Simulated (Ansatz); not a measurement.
# C4H8OSi: how energies converge with the basis set

One table from this session's results is given with a row withheld; the runs are named, their logs left out.

Method: one geometry, several basis sets; program: Ansatz 0.2.0, Gaussian basis.

Plan: PBE0-D4/def2-SVP; ωB97M-V/def2-SVP; PBE0-D4/def2-QZVPP; ωB97M-V/def2-QZVPP; the functionals' def2-TZVPP values are taken from earlier runs.

## The relaxed structure

The geometry comes from an earlier relaxation with PBE0-D4 in a triple-zeta def2 set; it is a stationary point, not always the lowest conformer.

14 atoms, charge 0, spin multiplicity 1.

Atoms are counted from 1 here; the program's logs count them from 0.

Bond lengths: C1–C2 1.207 Å, C1–H7 1.066 Å, C2–Si3 1.835 Å, Si3–C4 1.850 Å, Si3–O5 1.639 Å, Si3–H8 1.489 Å, C4–H9 1.092 Å, C4–H10 1.092 Å, C4–H11 1.092 Å, O5–C6 1.409 Å, C6–H12 1.091 Å, C6–H13 1.095 Å, C6–H14 1.096 Å. Angles: C2–C1–H7 179.8°, C1–C2–Si3 179.7°, C2–Si3–C4 110.8°, C2–Si3–O5 109.6°, C2–Si3–H8 106.4°, C4–Si3–O5 107.8°, C4–Si3–H8 112.2°, O5–Si3–H8 110.1°, Si3–C4–H9 110.5°, Si3–C4–H10 110.5°, Si3–C4–H11 110.4°, H9–C4–H10 108.6°, H9–C4–H11 108.5°, H10–C4–H11 108.4°, Si3–O5–C6 123.2°, O5–C6–H12 108.2°, O5–C6–H13 111.3°, O5–C6–H14 111.5° and more.

The first run:

in.yaml reads:

```yaml
crystal:
  periodic: [false, false, false]
  atoms:
    - {symbol: C, position_ang: [-1.879797, 1.138196, 1.708778]}
    - {symbol: C, position_ang: [-1.217107, 0.450215, 0.971093]}
    - {symbol: Si, position_ang: [-0.205562, -0.588176, -0.154159]}
    - {symbol: C, position_ang: [0.509295, -2.033701, 0.752618]}
    - {symbol: O, position_ang: [1.040495, 0.296492, -0.747937]}
    - {symbol: C, position_ang: [0.863046, 1.498736, -1.460261]}
    - {symbol: H, position_ang: [-2.465800, 1.743658, 2.361978]}
    - {symbol: H, position_ang: [-1.107212, -1.009871, -1.261223]}
    - {symbol: H, position_ang: [1.110967, -2.647887, 0.078997]}
    - {symbol: H, position_ang: [1.144323, -1.693831, 1.573261]}
    - {symbol: H, position_ang: [-0.287694, -2.654741, 1.168122]}
    - {symbol: H, position_ang: [1.846181, 1.868763, -1.755547]}
    - {symbol: H, position_ang: [0.372794, 2.258535, -0.842118]}
    - {symbol: H, position_ang: [0.263270, 1.344210, -2.364800]}
basis:
  gaussian: {orbitals: def2-SVP}
hamiltonian: {xc: pbe0, dispersion: d4}
output: {orbitals: {seedname: orbitals}}
```

Among the steps run: PBE0-D4 in def2-SVP; ωB97M-V in def2-SVP; PBE0-D4 in def2-QZVPP; ωB97M-V in def2-QZVPP.

One table of the session follows, with a row left open; its other results are not shown here.

It belongs to the step «Density functionals: the series». 

| functional | basis | HOMO (eV) | LUMO (eV) |
| --- | --- | --- | --- |
| PBE0-D4 | def2-SVP | -7.95 | 0.14 |
| PBE0-D4 | def2-TZVPP | -8.05 | -0.12 |
| PBE0-D4 | def2-QZVPP | -8.07 | -0.19 |
| ωB97M-V | def2-SVP | ? | ? |
| ωB97M-V | def2-TZVPP | -10.31 | 1.86 |
| ωB97M-V | def2-QZVPP | -10.33 | 1.69 |

Q: Estimate the row for ωB97M-V, def2-SVP from the others.

**Answer.** HOMO (eV): -10.21; LUMO (eV): 2.25. In the column «HOMO (eV)» it lies between ωB97M-V, def2-TZVPP (-10.31) and PBE0-D4, def2-QZVPP (-8.07).
